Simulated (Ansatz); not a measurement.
# CH6GeN2O: a ladder of functionals and wavefunction methods

One table from this session's results is given with a row withheld; the runs are named, their logs left out.

Computed with Ansatz 0.2.0, Gaussian basis. Level: functionals in def2-TZVPP, the program's frozen cores in correlated methods.

The runs, in order: PBE-D4, r2SCAN-D4, PBE0-D4, B3LYP-D4, ωB97X-V, ωB97M-V, B2PLYP; CCSD(T)/def2-TZVPP; MP2/def2-QZVPP; extrapolation to the limit.

## The geometry

All runs share one geometry, relaxed beforehand with PBE0-D4 in a triple-zeta def2 set.

11 atoms, charge 0, spin multiplicity 1.

Atoms are counted from 1 here; the program's logs count them from 0.

Bond lengths: N1–C2 1.341 Å, N1–H6 1.003 Å, N1–H7 1.005 Å, C2–N3 1.275 Å, C2–H8 1.090 Å, N3–Ge4 2.110 Å, N3–H9 1.015 Å, Ge4–O5 1.840 Å, Ge4–H10 1.600 Å, O5–H11 0.959 Å. Angles: C2–N1–H6 120.4°, C2–N1–H7 121.6°, H6–N1–H7 118.0°, N1–C2–N3 127.7°, N1–C2–H8 115.3°, N3–C2–H8 117.0°, C2–N3–Ge4 125.0°, C2–N3–H9 117.6°, Ge4–N3–H9 117.3°, N3–Ge4–O5 91.0°, N3–Ge4–H10 87.3°, O5–Ge4–H10 93.3°, Ge4–O5–H11 108.8°.

The first run:

in.yaml reads:

```yaml
crystal:
  periodic: [false, false, false]
  atoms:
    - {symbol: N, position_ang: [-1.015523, 0.156149, 2.021749]}
    - {symbol: C, position_ang: [-0.859773, 0.252637, 0.693686]}
    - {symbol: N, position_ang: [0.226127, 0.184760, 0.028433]}
    - {symbol: Ge, position_ang: [0.365555, 0.294939, -2.074530]}
    - {symbol: O, position_ang: [1.573245, -1.093720, -2.097857]}
    - {symbol: H, position_ang: [-1.930846, 0.198006, 2.429302]}
    - {symbol: H, position_ang: [-0.231711, 0.012674, 2.634075]}
    - {symbol: H, position_ang: [-1.777502, 0.411270, 0.127827]}
    - {symbol: H, position_ang: [1.082693, 0.006122, 0.543226]}
    - {symbol: H, position_ang: [1.501049, 1.402334, -1.866458]}
    - {symbol: H, position_ang: [1.132086, -1.882171, -2.418855]}
basis:
  gaussian: {orbitals: def2-TZVPP}
hamiltonian: {xc: pbe, dispersion: d4}
output: {forces: true, orbitals: {seedname: orbitals}}
```

On the command line:

```sh
> ansatz run in.yaml --threads 4 --pin off --events-out ev --progress --plain --max-ram 10444MiB
```

Among the steps run: PBE-D4 (GGA); r2SCAN-D4 (meta-GGA); PBE0-D4 (hybrid); B3LYP-D4 (hybrid); ωB97X-V (range-separated); ωB97M-V (range-separated); B2PLYP (double hybrid); CCSD(T) in def2-TZVPP; MP2 in def2-QZVPP.

One of the session's tables, all rows but one given; the rest of the session is left out.

| method | atomisation energy (kJ/mol) |
| --- | --- |
| PBE-D4 | 3996.5 |
| r2SCAN-D4 | 3866.8 |
| PBE0-D4 | 3867.9 |
| B3LYP-D4 | 3893.7 |
| ωB97X-V | 3889.7 |
| ωB97M-V | ? |
| B2PLYP | 3836.5 |
| HF/def2-TZVPP | 2528.1 |
| MP2/def2-TZVPP | 3809.7 |
| CCSD/def2-TZVPP | 3669.6 |
| CCSD(T)/def2-TZVPP | 3746.1 |
| MP2/CBS | 3939.5 |
| CCSD(T)/CBS | 3875.9 |

Q: Estimate the row for ωB97M-V from the others.

The run gave: atomisation energy (kJ/mol): 3885.4. In the column «atomisation energy (kJ/mol)» it lies between CCSD(T)/CBS (3875.9) and ωB97X-V (3889.7).

Limits of these values: Free atoms (2 N, 1 C, 1 Ge, 1 O, 6 H) were run apart at each level; the atomisation energy is their sum less the molecule, without zero-point or spin-orbit terms.
